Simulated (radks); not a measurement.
# Zn²⁺ in [Ar] 3d10: an all-electron calculation

One table from this session's results is given with a row withheld; the runs are named, their logs left out.

The numbers are computed with radks (a radial shooting solver on a logarithmic mesh, Libxc functionals) version 1 (scalar-relativistic Kohn-Sham, LDA (Slater exchange, VWN5 correlation), spin-polarised, spherical densities, point nucleus), except any that are marked as measured or tabulated.

### What is computed

```
element       : zinc (Z = 30)
charge        : +2
electrons     : 28
configuration : [Ar] 3d10
```

The outer shells:

Zn²⁺
```
[Ar] core
3d [↑↓][↑↓][↑↓][↑↓][↑↓]
```

The first run:

The run's settings:

```text
Z 30
configuration [Ar] 3d10
relativity scalar-relativistic
functional lda,vwn5
spin polarised
nucleus point
c 137.035999084
```

Launch:

```bash
$ python run_ks.py task.json out
```

All runs below come from this command, one after another.

One table of the session follows, with a row left open; its other results are not shown here.

It belongs to the step «Orbitals and density». From the orbitals of this run (lengths in bohr):

```
level      <r>  outermost maximum (interpolated)  90 % within  nodes
   1s  0.05038                            0.0330       0.0900      0
   2s        ?                                 ?            ?      ?
   2p   0.1984                             0.152        0.324      0
   3s   0.6830                             0.589         1.03      2
   3p   0.7147                             0.592         1.11      1
   3d   0.8799                             0.564         1.53      0
```

Estimate the missing values for 2s.

**Answer.** <r>: 0.2266; outermost maximum (interpolated): 0.190; 90 % within: 0.351; nodes: 1. In the column «<r>» it lies between 2p (0.1984) and 3s (0.6830).
